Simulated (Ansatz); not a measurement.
**GeH3Cl + H radical: a complex and its separated parts**

Aim: how far the complex at one end of a reaction step lies below its separated, relaxed parts, level by level.

Program: Ansatz 0.2.0, Gaussian basis. Level of theory: PBE0-D4/def2-TZVP structures, single points in def2-TZVPP, no counterpoise correction. These are calculated values, not measurements.

Levels: SPW92, PBE-D4, BLYP-D4, r2SCAN-D4, B97M-V, PBE0-D4, B3LYP-D4, r2SCAN0-D4, BHLYP-D4, CAM-B3LYP-D4, wB97X-V, wB97M-V, B2PLYP, PBE-QIDH, Hartree-Fock, MP2, CCSD, CCSD(T).

Correlated methods freeze the cores. Filled d shells of the heavier atoms are correlated. Orbitals are unrestricted. B3LYP uses VWN-RPA correlation. B2PLYP carries no dispersion term here.

21 further runs of the same task are left out: 21 set aside as unsound or not needed.

## Step 1: The system as given

The complex: 6 atoms, charge 0, spin multiplicity 2.

Atoms are counted from 1 here; the program's logs count them from 0.

Bond lengths: Cl1–Ge2 2.155 Å, Ge2–H4 1.532 Å, Ge2–H5 1.532 Å, Ge2–H6 1.532 Å. Angles: Cl1–Ge2–H4 107.1°, Cl1–Ge2–H5 107.1°, Cl1–Ge2–H6 107.1°, H4–Ge2–H5 111.7°, H4–Ge2–H6 111.7°, H5–Ge2–H6 111.7°.

Coordinates:

```
atom     x (Å)     y (Å)     z (Å)
 Cl1  -0.68260  -0.84559   0.00299
 Ge2   0.67109   0.83114  -0.00373
  H3  -2.85213  -3.53215   0.01609
  H4   0.93363   1.19322  -1.46888
  H5  -0.02128   1.97308   0.74678
  H6   1.95128   0.38041   0.70664
```

Its parts: GeH3Cl holds atoms 1, 2, 4, 5, 6; H radical holds atoms 3. Each part counts its atoms afresh in its own runs.

## Step 2: Relaxing GeH3Cl alone

relax-a/in.yaml reads:

```yaml
crystal:
  periodic: [false, false, false]
  atoms:
    - {symbol: Cl, position_ang: [-0.682600, -0.845590, 0.002995]}
    - {symbol: Ge, position_ang: [0.671092, 0.831137, -0.003732]}
    - {symbol: H, position_ang: [0.933631, 1.193218, -1.468879]}
    - {symbol: H, position_ang: [-0.021283, 1.973080, 0.746778]}
    - {symbol: H, position_ang: [1.951282, 0.380406, 0.706645]}
basis:
  gaussian: {orbitals: def2-TZVP}
hamiltonian: {xc: pbe0, dispersion: d4}
relax: {f_tol: 0.005, max_steps: 200}
```

No record of the launch command was kept for these runs.

Further steps of the session: wB97M-V/def2-TZVPP; CCSD(T)/def2-TZVPP; MP2/def2-QZVPP; Vibrations of GeH3Cl.

**Question.** What will these runs give? Wanted: complex less parts, CCSD(T)/def2-TZVPP; with zero-point energy; largest T1 diagnostic.

**Answer**, as computed:

```
                              quantity       value
complex less parts, CCSD(T)/def2-TZVPP  -0.0029 eV
                with zero-point energy  +0.0050 eV
                 largest T1 diagnostic       0.010
```

At CCSD(T) the complex lies 0.0029 eV below its parts. Among the functionals PBE-QIDH lands nearest to CCSD(T) (+0.0015 eV) and SPW92 farthest (-0.0232 eV). By rung, the mean size of the error is: LDA 0.0232, GGA 0.0086, meta-GGA 0.0061, hybrid 0.0086, range-separated hybrid 0.0064, double hybrid 0.0018 eV. PBE-D4 gives a relative energy 0.0093 eV too low, an error of 321 % of the reference. No counterpoise was applied, and triple zeta lacks some correlation, so the CCSD(T) reference has a basis error of its own, and close matches with it are partly luck.
